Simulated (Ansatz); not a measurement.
# ReH4I2N2 (element-swapped structure): how the settings move a single-point run

How sensitive is a single-point run of ReH4I2N2 (element-swapped structure) to its settings? A reference run comes first, then four runs with altered input.

Computed with Ansatz 0.2.0 (reference: DFT r2SCAN, plane waves, PAW, scalar-relativistic, no spin polarisation, unless a step's input says otherwise).

## (1) The starting structure

It takes space group C2/m (No. 12, monoclinic). The conventional cell has a = 12.511 Å, b = 3.801 Å, c = 5.898 Å, α = 90.00°, β = 105.71°, γ = 90.00°. Around Re (site symmetry 2/m) lie 2 I at 2.34 Å and 4 N at 2.50 Å. Around I (site symmetry m) lie 1 H at 2.22 Å and 1 Re at 2.34 Å. N (site symmetry m) has 2 H at 1.19 to 1.20 Å as nearest neighbours. H (site symmetry m) has 1 N at 1.20 Å as nearest neighbours. Around H (site symmetry m) lie 1 N at 1.19 Å.

As a file:

```
CELL_PARAMETERS angstrom
0.00000 3.80090 0.00000
6.25528 -1.90045 0.00000
1.59719 0.00000 -5.67726
ATOMIC_POSITIONS crystal
Re 0.00000 0.00000 0.00000
I 0.88120 0.76240 0.75370
I 0.11880 0.23760 0.24630
N 0.60670 0.21340 0.77060
N 0.39330 0.78660 0.22940
H 0.61000 0.22000 0.56600
H 0.39000 0.78000 0.43400
H 0.70100 0.40200 0.77620
H 0.29900 0.59800 0.22380
```

## (2) The reference run

Contents of input.yaml:

```yaml
crystal:
  lattice:
    - [0.0, 3.800903, 0.0]
    - [6.255276, -1.900451, 0.0]
    - [1.597191, 0.0, -5.677264]
  atoms:
    - { symbol: Re, position: [0.0, 0.0, 0.0] }
    - { symbol: I, position: [0.8812, 0.7624, 0.7537] }
    - { symbol: I, position: [0.1188, 0.2376, 0.2463] }
    - { symbol: "N", position: [0.6067, 0.2134, 0.7706] }
    - { symbol: "N", position: [0.3933, 0.7866, 0.2294] }
    - { symbol: H, position: [0.61, 0.22, 0.566] }
    - { symbol: H, position: [0.39, 0.78, 0.434] }
    - { symbol: H, position: [0.701, 0.402, 0.7762] }
    - { symbol: H, position: [0.299, 0.598, 0.2238] }
  symmetry: { tolerance: 0.0003 }
kpoints:
  mp_grid: { grid: [5, 5, 3], shift: [0, 0, 0] }
magnetization:
  spin_polarized: false
scf:
  occupations: { method: fermi_dirac }
hamiltonian:
  pseudopotentials: { kind: paw }
  xc: r2scan
basis:
  ecutwfc: 500
output:
  forces: true
  stress: true
  eigenvalues: true
```

Started as:

```console
ansatz run input.yaml --threads 1 --pin off --max-ram 2560MiB --backend cpu --events-out ev --progress --plain --runs-dir out
```

## (3) Changing settings: mp_grid.shift [0.5, 0.5, 0.5]

input.yaml: that of step 2 with these lines changed.

```diff
@@ -17,3 +17,3 @@
 kpoints:
-  mp_grid: { grid: [5, 5, 3], shift: [0, 0, 0] }
+  mp_grid: { grid: [5, 5, 3], shift: [0.5, 0.5, 0.5] }
 magnetization:
```

## (4) Changed: occupations.method tetrahedron_uncorrected, ecutwfc 600 eV

input.yaml: that of step 2 with these lines changed.

```diff
@@ -21,3 +21,3 @@
 scf:
-  occupations: { method: fermi_dirac }
+  occupations: { method: tetrahedron_uncorrected }
 hamiltonian:
@@ -26,3 +26,3 @@
 basis:
-  ecutwfc: 500
+  ecutwfc: "600 eV"
 output:
```

## (5) Variant: hubbard.sites [{species: Re, l: d, u_eff: 1.0}], hubbard.double_counting amf

input.yaml: that of step 2 with these lines changed.

```diff
@@ -25,2 +25,3 @@
   xc: r2scan
+  hubbard: { sites: [{ species: Re, l: d, u_eff: 1.0 }], double_counting: amf }
 basis:
@@ -31 +32,5 @@
   eigenvalues: true
+  write_density: true
+  write_potential: true
+  elf: true
+  volumetric_format: npy
```

## (6) Changing settings: hubbard.sites [{species: Re, l: d, u_eff: 1.0}], hubbard.double_counting amf, accuracy high

input.yaml: that of step 2 with these lines changed.

```diff
@@ -25,2 +25,3 @@
   xc: r2scan
+  hubbard: { sites: [{ species: Re, l: d, u_eff: 1.0 }], double_counting: amf }
 basis:
@@ -31 +32,2 @@
   eigenvalues: true
+accuracy: high
```

Before running it: what results should come out? Wanted: for each run, ending; energy change; pressure; gap; force.

As calculated:

| run | ending | energy change | pressure (GPa) | gap (eV) | force (eV/Å) | cycles | time |
| --- | --- | --- | --- | --- | --- | --- | --- |
| reference | converged | 0 | -4.3 | 0.00 | 4.24 | 9 | 19 s |
| 1: mp_grid.shift [0.5, 0.5, 0.5] | converged | -1.7 meV/atom | -4.4 | 0.00 | 4.27 | 9 | 20 s |
| 2: occupations.method tetrahedron_uncorrected, ecutwfc 600 eV | converged | +3.7 meV/atom (σ→0) | -4.4 | 0.00 | 4.21 | 10 | 20 s |
| 3: hubbard.sites [{species: Re, l: d, u_eff: 1.0}], hubbard.double_counting amf | converged | -9.7 meV/atom (U changed: no physical gain or loss) | -4.2 | 0.00 | 4.22 | 21 | 35 s |
| 4: hubbard.sites [{species: Re, l: d, u_eff: 1.0}], hubbard.double_counting amf, accuracy high | converged | -9.7 meV/atom (U changed: no physical gain or loss) | -4.2 | 0.00 | 4.22 | 28 | 41 s |

Times don't compare one to one where runs were asked for different outputs or read a saved state (see the inputs); cycles may leave out searches for a lower state.

Residual by cycle in the longest SCF loop of each run; runs are numbered as in the table. The quantity is the density residual dr2, in eV.

| cycle | reference | run 1 | run 2 | run 3 | run 4 |
| --- | --- | --- | --- | --- | --- |
| 1 | 0.191 | 0.199 | 0.226 | 39 | 39 |
| 3 | 0.0161 | 0.014 | 0.0157 | 0.332 | 0.332 |
| 6 | 6.5e-5 | 3.4e-5 | 2.5e-5 | 0.0219 | 0.0218 |
| 8 | 6.4e-7 | 2.0e-7 | 1.0e-6 | 0.00356 | 0.00359 |
| 11 | - | - | - | 2.0e-4 | 2.0e-4 |
| 13 | - | - | - | 5.6e-5 | 5.5e-5 |
| 16 | - | - | - | 1.5e-6 | 1.7e-6 |
| 18 | - | - | - | 3.8e-7 | 4.6e-7 |
| 21 | - | - | - | 7.5e-8 | 8.4e-8 |
| 23 | - | - | - | - | 1.0e-8 |
| 26 | - | - | - | - | 6.0e-10 |
| 28 | - | - | - | - | 7.4e-11 |

What this shows: A changed U is a change of model: its shifts are not errors of convergence. The reference has no spin polarisation; with Re present, a magnetic state may lie lower.

The reference has limits of its own: its mesh is coarse for a cell with so small a gap or none; the cell is far from equilibrium (-4 GPa, forces up to 4.2 eV/Å), so its values aren't those of the relaxed material; the structure is made up and not relaxed.
